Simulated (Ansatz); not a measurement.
# H4N2OSW: one species, many methods

An exercise on one series of results from a longer session: the logs are not shown, and one member is left open.

The runs use Ansatz 0.2.0, Gaussian basis; functionals in def2-TZVPP, the program's frozen cores in correlated methods.

The runs, in order: LDA (SPW92), PBE-D4, revPBE-D4, BLYP-D4, r2SCAN-D4, B97M-V, PBE0-D4, B3LYP-D4, r2SCANh-D4, r2SCAN0-D4, HSE06-D4, BHLYP-D4, CAM-B3LYP-D4, LC-ωPBE, ωB97X-V, ωB97M-V, B2PLYP, PBE-QIDH; CCSD(T)/def2-SVP; CCSD(T)/def2-TZVPP; MP2/def2-QZVPP; extrapolation to the limit; RPA on PBE.

### The relaxed structure

An earlier PBE0-D4 in a triple-zeta def2 set relaxation fixed the geometry. W takes the def2 core potential; no spin-orbit term is included.

9 atoms, charge 0, spin multiplicity 1.

Atoms are counted from 1 here; the program's logs count them from 0.

Bond lengths: N1–W2 1.938 Å, N1–H6 1.008 Å, N1–H7 1.008 Å, W2–N3 1.938 Å, W2–O4 1.701 Å, W2–S5 2.145 Å, N3–H8 1.008 Å, N3–H9 1.008 Å. Angles: W2–N1–H6 123.3°, W2–N1–H7 124.5°, H6–N1–H7 112.0°, N1–W2–N3 111.5°, N1–W2–O4 107.0°, N1–W2–S5 108.5°, N3–W2–O4 107.0°, N3–W2–S5 108.5°, O4–W2–S5 114.3°, W2–N3–H8 123.3°, W2–N3–H9 124.5°, H8–N3–H9 112.0°.

The first run:

Input file in.yaml:

```yaml
crystal:
  periodic: [false, false, false]
  atoms:
    - {symbol: N, position_ang: [-1.215076, 1.116278, -0.263464]}
    - {symbol: W, position_ang: [0.266914, -0.099667, -0.547849]}
    - {symbol: N, position_ang: [0.728933, -1.048585, 1.077506]}
    - {symbol: O, position_ang: [-0.253505, -1.264055, -1.672834]}
    - {symbol: S, position_ang: [1.970775, 1.039065, -1.179899]}
    - {symbol: H, position_ang: [-2.174711, 0.873803, -0.456546]}
    - {symbol: H, position_ang: [-1.116071, 2.085195, -0.003476]}
    - {symbol: H, position_ang: [0.375797, -1.966137, 1.301937]}
    - {symbol: H, position_ang: [1.416945, -0.735896, 1.744634]}
basis:
  gaussian: {orbitals: def2-TZVPP}
hamiltonian: {xc: lda}
output: {orbitals: {seedname: orbitals}}
```

Launch:

```console
$ ansatz run in.yaml --threads 4 --pin off --events-out ev --progress --plain --max-ram 10444MiB
```

Among the steps run: LDA; PBE-D4 (GGA); revPBE-D4 (GGA); BLYP-D4 (GGA); r2SCAN-D4 (meta-GGA); B97M-V (meta-GGA); B3LYP-D4 (hybrid); r2SCANh-D4 (hybrid); r2SCAN0-D4 (hybrid); HSE06-D4 (hybrid); BHLYP-D4 (hybrid); CAM-B3LYP-D4 (range-separated); LC-ωPBE (range-separated); ωB97X-V (range-separated); ωB97M-V (range-separated); B2PLYP (double hybrid); PBE-QIDH (double hybrid).

One table of the session follows, with a row left open; its other results are not shown here.

It belongs to the step «Frontier levels by functional». 

| functional | HOMO (eV) | LUMO (eV) | gap (eV) |
| --- | --- | --- | --- |
| LDA (SPW92) | -6.24 | -2.89 | 3.35 |
| PBE-D4 | -6.07 | -2.70 | 3.37 |
| revPBE-D4 | -6.00 | -2.63 | 3.37 |
| BLYP-D4 | ? | ? | ? |
| r2SCAN-D4 | -6.36 | -2.63 | 3.73 |
| B97M-V | -6.41 | -2.54 | 3.86 |
| PBE0-D4 | -7.30 | -1.96 | 5.33 |
| B3LYP-D4 | -7.05 | -2.15 | 4.90 |
| r2SCANh-D4 | -6.81 | -2.35 | 4.46 |
| r2SCAN0-D4 | -7.49 | -1.92 | 5.57 |
| HSE06-D4 | -6.90 | -2.34 | 4.56 |
| BHLYP-D4 | -8.37 | -1.06 | 7.31 |
| CAM-B3LYP-D4 | -8.57 | -0.89 | 7.69 |
| LC-ωPBE | -9.91 | 0.17 | 10.08 |
| ωB97X-V | -9.57 | 0.12 | 9.69 |
| ωB97M-V | -9.43 | 0.09 | 9.52 |

Estimate the missing values for BLYP-D4.

Worked estimate for «HOMO (eV)». Against the share of exact exchange, B3LYP-D4 (0.2, -7.05), BHLYP-D4 (0.5, -8.37) give a slope of -4.40 per unit share; at 0 the line stands at -6.17.

**Answer.** HOMO (eV): -5.90; LUMO (eV): -2.57; gap (eV): 3.33. In «HOMO (eV)» the line misses by -0.27.
